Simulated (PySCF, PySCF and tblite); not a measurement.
# C₄H₁₀BN: a path driven as rotation about a bond, and NMR exchange, part 2 of 2

PySCF and tblite. Atoms count from 0. Earlier steps stand in the parts before.

## 9. Shieldings, end: B3LYP/pcSseg-1

Job settings and geometry (Å):

```
{"job": {"kind": "nmr", "xc": "B3LYP", "basis": "pcSseg-1", "pop": false}, "charge": 0, "multiplicity": 1}
C      2.355033     0.570777     0.437746
C      1.073629     0.778038     0.156822
B     -0.009680    -0.347887     0.047636
C      0.422078    -1.869694    -0.133175
N     -1.365812    -0.057842     0.104749
C     -2.043404     1.201324     0.305633
H      3.078431     1.370533     0.503533
H      2.739668    -0.418876     0.624127
H      0.779200     1.810010    -0.012567
H     -0.418746    -2.527590    -0.345567
H      1.144394    -1.991564    -0.937402
H      0.900611    -2.243677     0.770574
H     -2.024835    -0.819588     0.018554
H     -2.647235     1.176132     1.217961
H     -1.316762     2.003288     0.398810
H     -2.706018     1.424528    -0.536267
```

What it wrote:

```text
coarse grid: 12696 points
cycle   1  E = -237.9391438861  dE =  4.625e-01  |g| = 5.530e-01  |ddm| = 3.351e+00
cycle   2  E = -237.9076174463  dE =  3.153e-02  |g| = 6.561e-01  |ddm| = 1.080e+00
cycle   3  E = -238.0193956942  dE = -1.118e-01  |g| = 8.938e-02  |ddm| = 6.456e-01
cycle   4  E = -238.0210597638  dE = -1.664e-03  |g| = 3.876e-02  |ddm| = 8.998e-02
cycle   5  E = -238.0214316068  dE = -3.718e-04  |g| = 6.071e-03  |ddm| = 2.903e-02
cycle   6  E = -238.0214385143  dE = -6.907e-06  |g| = 2.844e-03  |ddm| = 5.798e-03
final grid: 120752 points
cycle   7  E = -238.0651184715  dE = -3.544e-05  |g| = 8.630e-03  |ddm| = 2.517e-02
cycle   8  E = -238.0651031527  dE =  1.532e-05  |g| = 1.197e-02  |ddm| = 1.342e-02
cycle   9  E = -238.0651352038  dE = -3.205e-05  |g| = 1.529e-03  |ddm| = 7.925e-03
cycle  10  E = -238.0651357670  dE = -5.632e-07  |g| = 1.640e-04  |ddm| = 1.158e-03
cycle  11  E = -238.0651357714  dE = -4.403e-09  |g| = 1.043e-04  |ddm| = 2.086e-04
cycle  12  E = -238.0651357740  dE = -2.632e-09  |g| = 2.383e-05  |ddm| = 8.798e-05
cycle  13  E = -238.0651357741  dE = -1.210e-10  |g| = 7.188e-06  |ddm| = 1.960e-05
converged SCF energy = -238.0651357741

GIAO shielding tensors (ppm)
atom      isotropic    diamagn.    paramagn.     s11        s22        s33       span
  0 C       41.127     253.657    -212.529    -83.767     47.084    160.065    243.833
  1 C       37.858     258.779    -220.921    -88.758     25.772    176.560    265.318
  2 B       60.394     193.368    -132.975     28.102     44.382    108.697     80.595
  3 C      177.446     252.157     -74.711    168.629    174.430    189.278     20.649
  4 N      142.190     320.765    -178.575     60.193    178.153    188.224    128.031
  5 C      148.348     243.126     -94.779    124.027    141.346    179.670     55.642
  6 H       25.632      29.621      -3.989     22.820     25.175     28.901      6.081
  7 H       25.806      32.742      -6.935     22.553     24.950     29.916      7.362
  8 H       25.105      33.557      -8.452     21.478     24.257     29.579      8.100
  9 H       32.060      32.325      -0.265     28.154     30.995     37.032      8.878
 10 H       31.295      32.063      -0.767     27.319     29.788     36.778      9.459
 11 H       31.142      31.771      -0.629     27.402     29.446     36.577      9.175
 12 H       28.021      33.575      -5.554     20.575     30.554     32.934     12.359
 13 H       28.906      27.817       1.089     24.279     27.111     35.327     11.048
 14 H       28.305      30.528      -2.223     23.827     28.849     32.239      8.412
 15 H       28.891      28.048       0.843     24.332     26.999     35.342     11.010
```

It took 12 s on 1 thread of Arm Neoverse V2, shared host; peak memory 0.74 GiB.

This run: HOMO -6.91 eV, LUMO -0.57 eV; dipole 1.67 D.

## 10. Single-point energy: B3LYP/pcSseg-1

Job settings and geometry (Å):

```
{"job": {"kind": "sp", "xc": "B3LYP", "basis": "pcSseg-1", "pop": false}, "charge": 0, "multiplicity": 1}
C      2.592806     0.502072    -0.064711
C      1.333830     0.926793    -0.133433
B      0.074950    -0.000353    -0.214722
C      0.120481    -1.514757     0.225761
N     -1.195223     0.522771    -0.748662
C     -1.213512     0.940534    -2.141024
H      3.439801     1.172771    -0.056857
H      2.830380    -0.549062    -0.029001
H      1.182591     2.002430    -0.185640
H     -0.823355    -1.837456     0.657259
H      0.269865    -2.128426    -0.663063
H      0.919857    -1.754224     0.921388
H     -1.542584     1.282474    -0.172504
H     -0.525158     1.769071    -2.371875
H     -0.931263     0.089012    -2.759634
H     -2.224425     1.245335    -2.415295
```

What it wrote:

```text
coarse grid: 12696 points
cycle   1  E = -237.8884443547  dE =  4.271e-01  |g| = 5.893e-01  |ddm| = 3.376e+00
cycle   2  E = -237.8448089113  dE =  4.364e-02  |g| = 7.290e-01  |ddm| = 1.462e+00
cycle   3  E = -237.9747946900  dE = -1.300e-01  |g| = 9.021e-02  |ddm| = 9.231e-01
cycle   4  E = -237.9764220414  dE = -1.627e-03  |g| = 3.721e-02  |ddm| = 1.039e-01
cycle   5  E = -237.9767483245  dE = -3.263e-04  |g| = 1.175e-02  |ddm| = 3.349e-02
cycle   6  E = -237.9767792771  dE = -3.095e-05  |g| = 3.615e-03  |ddm| = 1.146e-02
cycle   7  E = -237.9767822859  dE = -3.009e-06  |g| = 2.633e-04  |ddm| = 3.178e-03
final grid: 120752 points
cycle   8  E = -238.0197632744  dE = -3.451e-05  |g| = 7.704e-03  |ddm| = 2.413e-02
cycle   9  E = -238.0197576039  dE =  5.670e-06  |g| = 9.147e-03  |ddm| = 1.448e-02
cycle  10  E = -238.0197777766  dE = -2.017e-05  |g| = 5.799e-04  |ddm| = 8.262e-03
cycle  11  E = -238.0197778394  dE = -6.281e-08  |g| = 2.205e-04  |ddm| = 7.934e-04
cycle  12  E = -238.0197778496  dE = -1.027e-08  |g| = 3.733e-05  |ddm| = 2.077e-04
cycle  13  E = -238.0197778498  dE = -2.095e-10  |g| = 2.234e-05  |ddm| = 4.060e-05
converged SCF energy = -238.0197778498
```

Run time: 5.9 s. Hardware: 1 thread of Arm Neoverse V2, shared host; peak memory 0.58 GiB.

In short: HOMO -5.78 eV, LUMO -1.64 eV; dipole 1.23 D.

## 11. Barriers, rates and exchange

Job settings and geometry (Å):

```
{"job": {"smiles": "C=CB(C)NC", "charge": 0, "mult": 1, "motion": "rotation", "what": "aminoborane", "atoms": [2, 4], "drives": [{"terms": [["t", [1, 2, 4, 5], 0.25], ["t", [1, 2, 4, 12], 0.25], ["t", [3, 2, 4, 5], 0.25], ["t", [3, 2, 4, 12], 0.25]], "by": 180, "n": 12}], "flip": [2, 4], "study": "path", "level": {"kind": "nmr", "xc": "B3LYP", "basis": "pcSseg-1"}, "fields": [270, 400, 800], "first": 4, "seed": 584, "kind": "path"}, "charge": 0, "multiplicity": 1}
C      2.670498     0.337912    -0.400234
C      1.421437     0.787110    -0.437657
B      0.149229     0.064041     0.123041
C      0.200227    -1.326883     0.892279
N     -1.063289     0.707831    -0.085526
C     -2.391282     0.296885     0.301817
H      3.505033     0.887803    -0.810279
H      2.919030    -0.611861     0.045320
H      1.268893     1.755551    -0.910257
H     -0.380024    -2.088184     0.372670
H      1.209253    -1.713225     0.999372
H     -0.216798    -1.241310     1.894747
H     -1.073266     1.590373    -0.578473
H     -3.031389     0.169312    -0.576679
H     -2.340137    -0.648543     0.834455
H     -2.855015     1.042131     0.955425
```

What it wrote:

```text
stationary points (kcal/mol above the start)
  n  kind          group   xTB      DFT    lowest mode
  0  minimum      C1       0.00     0.00      23.4
  1  saddle       C1      24.34    28.78    -285.7
  2  saddle       C1      24.44    28.99    -280.6
  3  minimum      C1       0.33     0.55      30.1

GFN2-xTB energies: T/K, barrier G, reaction G (kcal/mol), k forward, k back (1/s)
 150.00    22.84     0.35   3.02e-21   9.75e-21
 200.00    22.90     0.35   7.44e-13    1.8e-12
 250.00    22.97     0.35   8.33e-08   1.69e-07
 298.15    23.04     0.35   0.000155   0.000281
 350.00    23.12     0.35     0.0516     0.0855
 400.00    23.20     0.35       3.39       5.27
 500.00    23.39     0.35   1.21e+03   1.72e+03

B3LYP/pcSseg-1 + D3(BJ) energies: T/K, barrier G, reaction G (kcal/mol), k forward, k back (1/s)
 150.00    27.29     0.57   8.81e-28    5.9e-27
 200.00    27.34     0.57   9.28e-18   3.88e-17
 250.00    27.41     0.57   9.92e-12   3.12e-11
 298.15    27.48     0.57   7.94e-08   2.08e-07
 350.00    27.56     0.57   8.11e-05   0.000184
 400.00    27.64     0.57     0.0119     0.0244
 500.00    27.83     0.57       13.2       23.3
```

Wall time 58 s (1 thread of Arm Neoverse V2, shared host); peak memory 0.74 GiB. This counts the whole study up to here.

Barriers by level (kcal/mol; entropies in cal/(mol K)). Zero-point and thermal terms come from xTB in every row. ΔG‡ leaves symmetry out; the rate counts one path and all 2 saddles; effective ΔG‡, where given, is the barrier that would give that rate by Eyring's equation alone:

| level | ΔE‡ | with zero-point | ΔH‡ | ΔS‡ | ΔG‡ (298 K) | ΔE of reaction | k at 298 K (1/s) | effective ΔG‡ |
| --- | --- | --- | --- | --- | --- | --- | --- | --- |
| GFN2-xTB | 24.33 | 22.75 | 22.54 | -1.7 | 23.04 | 0.33 | 0.00015 | 22.65 |
| B3LYP/pcSseg-1 + D3(BJ) | 28.78 | 27.19 | 26.98 | -1.7 | 27.48 | 0.55 | 7.9e-08 | 27.14 |

Sites that the driver pairs across this motion, and where their lines would merge (no couplings; faster rotations or exchange between molecules can average them sooner):

```csv
nucleus,sites: shielding (ppm),proton frequency (MHz),spread (Hz),coalescence (K),lines at 298 K
$^{13}$C,C3: 186.8; C3 (end): 177.4,800,1890,613,–
$^{13}$C,C1: 31.8; C1 (end): 37.9,800,1210,601,–
$^{1}$H,H8: 25.76; H8 (end): 25.11,800,522,580,–
$^{13}$C,C0: 42.6; C0 (end): 41.1,800,291,566,–
$^{15}$N,N4: 140.3; N4 (end): 142.2,800,156,552,–
$^{13}$C,C5: 147.7; C5 (end): 148.3,800,130,548,–
$^{1}$H,H7: 25.71; H7 (end): 25.81,800,78,537,–
$^{1}$H,"H13, H14, H15: 28.78; H13, H14, H15 (end): 28.70",800,67,534,–
```

Rows that set an atom against itself at the end compare its shielding in the two forms.

## 12. Outcome

What follows sums up all 2 parts.

```
                               quantity                               value
      barrier (B3LYP/pcSseg-1 + D3(BJ))  ΔE‡ 28.8, ΔG‡(298 K) 27.5 kcal/mol
                     barrier (GFN2-xTB)                   ΔE‡ 24.3 kcal/mol
                          rate at 298 K                         7.9e-08 s⁻¹
                        end of the path         0.6 kcal/mol from the start
stages that failed or stayed incomplete                                   1
```

DFT puts the top 28.8 kcal/mol above the start (xTB: 24.3); the rate from the DFT barrier is 7.9e-08 s⁻¹ at 298 K. An error of 1.4 kcal/mol changes that rate tenfold.
